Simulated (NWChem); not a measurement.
# One shape, several levels: SiH2O2F2 (SMILES O[Si](O)(F)F)

We compute a comparison of 3 runs (HF/STO-3G, HF/3-21G, B3LYP/6-31G*) of SiH2O2F2. 

Program for the calculation: NWChem 7.3.0.

**1. The molecule**

SiH2O2F2 has 7 atoms, charge 0, and is taken as a singlet. As SMILES, `O[Si](O)(F)F`. Geometry: relaxed at PBE0-D4/def2-TZVP. This is one conformer, not always the lowest.

Bond lengths: O1–Si2 1.609 Å, Si2–O3 1.609 Å, Si2–F4 1.583 Å, Si2–F5 1.583 Å, O1–H6 0.957 Å, O3–H7 0.957 Å. Angles: O1–Si2–O3 107.3°, O1–Si2–F4 112.2°, O1–Si2–F5 110.1°, O3–Si2–F4 110.1°, O3–Si2–F5 112.2°, F4–Si2–F5 104.9°, Si2–O1–H6 118.9°, Si2–O3–H7 118.9°.

**2. Energy and gradient at HF/STO-3G (run 1)**

mol.xyz

```xyz
7
F2H2O2Si
O     -1.123000     0.443800     0.890500
Si    -0.011100    -0.018100    -0.177300
O      1.321200    -0.386600     0.646700
F     -0.483500    -1.262700    -1.033600
F      0.238000     1.131800    -1.236100
H     -1.829300     1.022300     0.602200
H      1.948900    -0.998500     0.262000
```

mol.nw

```
start mol
title "F2H2O2Si"
memory total 2200 mb
charge 0

geometry units angstroms noautosym nocenter noautoz
  load mol.xyz
end

basis spherical bse
  * library STO-3G
end

scf
  thresh 1e-08
  maxiter 80
end

task scf gradient
```

Launch:

```bash
$ nwchem mol.nw > mol.out
```

Log:

```text
[...]
  functions       =    31
[...]
  wavefunction    = RHF
[...]
         Total SCF energy =   -630.604665560742
      One-electron energy =  -1422.404465953824
      Two-electron energy =    521.329780094831
 Nuclear repulsion energy =    270.470020298251
        Time for solution =      0.7s
[...]
                         RHF ENERGY GRADIENTS
    atom               coordinates                        gradient
                 x          y          z           x          y          z
   1 O      -2.122162   0.838660   1.682801   -0.007727   0.014396  -0.029954
   2 Si     -0.020976  -0.034204  -0.335048    0.002525   0.001089   0.021517
   3 O       2.496706  -0.730568   1.222086    0.000903  -0.017445  -0.029435
   4 F      -0.913683  -2.386157  -1.953221    0.003074   0.006535   0.001883
   5 F       0.449755   2.138792  -2.335890   -0.002498  -0.006297   0.003168
   6 H      -3.456876   1.931867   1.137993    0.012894  -0.013852   0.015826
   7 H       3.682887  -1.886891   0.495108   -0.009172   0.015574   0.016996
[...]
```

Wall time 1.5 s (1 thread of AMD EPYC 9R45 (Zen 5), shared host); peak memory 0.099 GiB.

**3. Energy and forces at HF/3-21G (run 2)**

mymol.nw

```
start mymol
memory stack 880 mb heap 220 mb global 1100 mb
charge 0

geometry units angstroms noautosym nocenter noautoz
 O       -1.123000       0.443800       0.890500
 Si      -0.011100      -0.018100      -0.177300
 O        1.321200      -0.386600       0.646700
 F       -0.483500      -1.262700      -1.033600
 F        0.238000       1.131800      -1.236100
 H       -1.829300       1.022300       0.602200
 H        1.948900      -0.998500       0.262000
end

basis spherical bse
 * library 3-21G
end

scf
 thresh 1e-08
 maxiter 80
end

task scf gradient
```

Launch:

```bash
$ nwchem mymol.nw > mymol.out
```

Log:

```text
[...]
  functions       =    53
[...]
  wavefunction    = RHF
[...]
         Total SCF energy =   -635.498348640076
      One-electron energy =  -1422.190356351592
      Two-electron energy =    516.221987413265
 Nuclear repulsion energy =    270.470020298251
        Time for solution =      0.9s
[...]
                         RHF ENERGY GRADIENTS
    atom               coordinates                        gradient
                 x          y          z           x          y          z
   1 O      -2.122162   0.838660   1.682801    0.016355  -0.009440   0.003959
   2 Si     -0.020976  -0.034204  -0.335048   -0.001855  -0.000779  -0.016116
   3 O       2.496706  -0.730568   1.222086   -0.015052   0.009883   0.006620
   4 F      -0.913683  -2.386157  -1.953221    0.004319   0.013565   0.010997
   5 F       0.449755   2.138792  -2.335890   -0.001538  -0.012391   0.012965
   6 H      -3.456876   1.931867   1.137993    0.009840  -0.004102  -0.010328
   7 H       3.682887  -1.886891   0.495108   -0.012069   0.003265  -0.008098
[...]
```

Run time: 1.7 s. Hardware: 1 thread of AMD EPYC 9R45 (Zen 5), shared host; peak memory 0.1 GiB.

**4. Energy and gradient at B3LYP/6-31G(d) (Cartesian functions) (run 3)**

run.py

```python
from ase import Atoms
from ase.calculators.nwchem import NWChem

atoms = Atoms(['O', 'Si', 'O', 'F', 'F', 'H', 'H'], positions=[
    [-1.123000, 0.443800, 0.890500],
    [-0.011100, -0.018100, -0.177300],
    [1.321200, -0.386600, 0.646700],
    [-0.483500, -1.262700, -1.033600],
    [0.238000, 1.131800, -1.236100],
    [-1.829300, 1.022300, 0.602200],
    [1.948900, -0.998500, 0.262000],
])

calc = NWChem(
    label='job',
    theory='dft',
    memory='2200 mb',
    basis='6-31G*',
    dft={'xc': 'b3lyp', 'mult': '1', 'grid': 'xfine', 'convergence': 'energy 1e-08', 'iterations': '100', 'mulliken': None},
)
atoms.calc = calc

forces = atoms.get_forces()
print(f"energy = {atoms.get_potential_energy():.6f} eV")
print("forces (eV/A):")
for s, f in zip(atoms.symbols, forces):
    print(f"{s:2s} {f[0]:10.5f} {f[1]:10.5f} {f[2]:10.5f}")
print("dipole (e A):", atoms.get_dipole_moment().round(4))
```

Launch:

```bash
$ export ASE_NWCHEM_COMMAND="nwchem PREFIX.nwi > PREFIX.nwo"
$ python run.py
```

Log:

```text
energy = -17443.548110 eV
forces (eV/A):
O    -0.17473   -0.05348    0.62730
Si   -0.00776   -0.00370   -0.05682
O     0.31013    0.11657    0.56461
F    -0.18666   -0.54456   -0.36258
F     0.09282    0.50496   -0.44706
H    -0.29074    0.25654   -0.14290
H     0.25690   -0.27634   -0.18255
dipole (e A): [-0.0115 -0.0049 -0.0993]
```

The calculator wrote job.nwi:

```
title "job"

permanent_dir job

scratch_dir job

start job

geometry units angstrom nocenter noautosym noautoz
  O  -1.1230000000000000e+00 4.4379999999999997e-01 8.9049999999999996e-01
  Si -1.1100000000000000e-02 -1.8100000000000002e-02 -1.7730000000000001e-01
  O  1.3211999999999999e+00 -3.8660000000000000e-01 6.4670000000000005e-01
  F  -4.8349999999999999e-01 -1.2626999999999999e+00 -1.0336000000000001e+00
  F  2.3799999999999999e-01 1.1317999999999999e+00 -1.2361000000000000e+00
  H  -1.8292999999999999e+00 1.0223000000000000e+00 6.0219999999999996e-01
  H  1.9489000000000001e+00 -9.9850000000000005e-01 2.6200000000000001e-01
end

memory 2200 mb

basis noprint
   * library 6-31G*
end

dft
  xc b3lyp
  mult 1
  grid xfine
  convergence energy 1e-08
  iterations 100
  mulliken
end

task dft gradient
```

job.nwo:

```text
Northwest Computational Chemistry Package (NWChem) 7.3.0
             --------------------------------------------------------

           Job information
           ---------------

    nwchem branch   = 7.3.0
    use scalapack   = T
    input           = job.nwi
    prefix          = job.
    data base       = job/job.db
    status          = startup
    nproc           =        1

           Memory information
           ------------------

[... 5 lines left out ...]
    hardfail = no
[... 107 lines left out ...]
  convergence criterion.
[... 43 lines left out ...]
          Spatial weights used:  Erf1
[... 32 lines left out ...]
 1-e energy   =   -1424.157387
[... 43 lines left out ...]
           Coulomb energy =      576.116896553930
[... 653 lines left out ...]
          Convergence on density requested:  1.00D-05
[... 29 lines left out ...]
          total energy or number of iterations.
[... 38 lines left out ...]
                 ----------------------------------------
                 |  Time  |  1-e(secs)   |  2-e(secs)   |
                 ----------------------------------------
                 |  CPU   |       0.00   |       1.61   |
                 ----------------------------------------
                 |  WALL  |       0.00   |       1.61   |
                 ----------------------------------------

 Task  times  cpu:       13.5s     wall:       13.5s
 Total times  cpu:       13.5s     wall:       13.5s
```

Run time: 14 s. Hardware: 1 thread of AMD EPYC 9R45 (Zen 5), shared host; peak memory 0.14 GiB.

**5. Overview of the runs**

| run | level | Cartesian functions | iteration cap | energy (Eh) | dipole moment (D) | HOMO energy (eV) | LUMO energy (eV) | wall time |
| --- | --- | --- | --- | --- | --- | --- | --- | --- |
| 1 | HF/STO-3G | no | 80 | -630.604666 | 0.89 | -10.37 | 12.07 | 1.5 s |
| 2 | HF/3-21G | no | 80 | -635.498349 | 0.92 | -14.50 | 5.12 | 1.7 s |
| 3 | B3LYP/6-31G* (Cartesian functions) | yes | 100 | -641.038575 | 0.48 | -9.41 | 0.54 | 14 s |

**6. Outcome**

```
                       quantity          value
            run 3: total energy  -641.03857 Eh
           run 3: dipole moment         0.48 D
             run 3: HOMO energy       -9.41 eV
             run 3: LUMO energy        0.54 eV
           run 3: HOMO–LUMO gap        9.95 eV
run 3: largest force on an atom     0.681 eV/Å
```

**Reading.** The dipole moment (its size) runs from 0.48 D (B3LYP/6-31G*) to 0.92 D (HF/3-21G). The two ends differ in method and basis. The HOMO–LUMO gap runs from 9.95 eV (B3LYP/6-31G*) to 22.44 eV (HF/STO-3G). In run 1 the basis is minimal, so the values are rough. All runs together took 18 s, the longest 14 s.
